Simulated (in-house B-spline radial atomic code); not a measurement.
**Ce¹⁸⁺: ionisation energy by several methods**

Wanted: one ionisation energy, Ce¹⁸⁺ to configuration [Kr] 4d3, up the ladder of functionals.

Method: Dirac-Coulomb, several functionals; spherical all-electron atom at the radial basis limit. Code: in-house B-spline radial atomic code version 1.

### Step 1. Starting point

| Property | Result |
| --- | --- |
| element | cerium (Z = 58) |
| charge | +18 |
| electrons | 40 |
| configuration | [Kr] 4d4 |
| nucleus | Fermi, rms radius 4.877 fm |

The outer shells:

[Kr] 4d4
```
[Kr] core
4d [↑ ][↑ ][↑ ][↑ ][  ]
```

The boxes only draw the filling; these runs are spin-restricted and spherical.

### Step 2. LDA (PW92)

Settings, as recorded:

```ini
Z = 58
electrons = 40.0
configuration = [Kr] 4d4
hamiltonian = dirac
method = lda,pw
spin_polarised = False
nucleus = fermi
rms_radius = 4.8771
mass_number = 140
atomic_mass = 139.905448433
speed_of_light = 137.035999084
```

### Step 3. BP86, a GGA

The settings differ from step 2 so:

```diff
@@ -4,3 +4,3 @@
 hamiltonian = dirac
-method = lda,pw
+method = b88,p86
 spin_polarised = False
```

### Step 4. LDA (VWN5)

The settings differ from step 3 so:

```diff
@@ -4,3 +4,3 @@
 hamiltonian = dirac
-method = b88,p86
+method = lda,vwn
 spin_polarised = False
```

Q: The tabulated ionisation energy is 509 ± 3 eV (tabulated theoretical; NIST Atomic Spectra Database). What does each method give, and which comes nearest?

The runs gave:

| method | rung | total energy (hartree) | ΔSCF (eV) | with Breit, QED, recoil (eV) | −ε highest (eV) | corrected ΔSCF less tabulated (eV) |
| --- | --- | --- | --- | --- | --- | --- |
| LDA (PW92) | LDA | -8732.7552 | 507.22 | 507.11 | 488.38 (4d5/2) | -1.89 |
| LDA (VWN5) | LDA | -8732.7734 | 507.24 | 507.13 | 488.40 (4d5/2) | -1.87 |
| BP86 | GGA | -8740.8460 | 507.19 | 507.08 | 488.38 (4d5/2) | -1.92 |

Against the tabulated ionisation energy, 509 ± 3 eV (tabulated theoretical; NIST Atomic Spectra Database), the best here is LDA (VWN5) (-1.87 eV) and the worst BP86 (-1.92 eV, or 0.38 %). The table's own uncertainty is as large as these misses, so the order means little. All methods miss on the same side by much the same amount, which points to something that they share. Open shells are averaged (over orientations, and over spins where the run is restricted), while tables refer to the lowest levels. For the semilocal functionals minus the highest level recovers only 96 % of their own ΔSCF value, a mark of self-interaction.

Members of this set that are not shown: 1 used exact exchange with fractional occupations of an open shell, which is unsound here.
